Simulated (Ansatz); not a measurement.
Runs of Ansatz 0.2.0 on HfIn4SiO6. It takes space group C2 (No. 5, monoclinic). Conventional cell: a = 5.432 Å, b = 9.407 Å, c = 7.635 Å, α = 90.00°, β = 104.03°, γ = 90.00°. Around Hf (site symmetry 2) lie 6 O at 2.13 to 2.14 Å. In (site symmetry 2) has 2 O at 2.73 Å and 4 In at 3.12 Å as nearest neighbours. In (site symmetry 2) is surrounded by 6 O at 2.23 Å. In (site symmetry 2) is surrounded by 2 O at 2.73 Å and 3 In at 3.07 to 3.12 Å. Around In (site symmetry 2) lie 2 O at 2.73 Å and 3 In at 3.07 to 3.12 Å. Around Si (site symmetry 2) lie 6 O at 1.85 Å. Around O (site symmetry 1) lie 1 Si at 1.85 Å. O (site symmetry 1) is surrounded by 1 Si at 1.85 Å. The cell was built by a generator and needn't be a form met in nature.

```tsv
task	level	cell	k mesh	cutoff (eV)	points for each segment of the path	gap on the mesh (eV)	pressure (GPa)	relaxed volume (Å³/atom)	largest force (eV/Å)
relaxation of cell and atoms	r2SCAN+D4	relaxed	4 × 4 × 3	500	-	none	0.0	14.98	0.01
single point	PBE	as given	6 × 6 × 4	420	-	none	0.0	-	0.01
relaxation of cell and atoms	PBE	relaxed	4 × 4 × 3	420	-	none	0.0	(a)	0.01
relaxation of cell and atoms	r2SCAN+rVV10	relaxed	4 × 4 × 3	500	-	none	0.0	14.89	0.01
band structure	PBEsol	as given	6 × 6 × 4	420	10	none	(b)	-	0.18
```

Alike in all rows: potentials or basis Ansatz PAW; no spin polarisation; smearing fermi-dirac 0.05 eV.

Q: Fill in the values left out.

A: (a) 15.71; (b) -4.4.

Caveats: the plane-wave basis is chosen anew once the cell has moved, so the energies of steps on either side of that aren't comparable (some runs); the PAW data sets come from PBE, with cores solved anew for the run's functional, which leaves a small shift of forces and pressure (some runs); pairwise dispersion overbinds metals, which lowers pressure and volume (some runs).

A k mesh can miss the band edges, and the runs leave out spin-orbit coupling on Hf, In.

A gap of «none» marks a metal or a gap under the smearing width.

Not every run made on this cell is shown here.
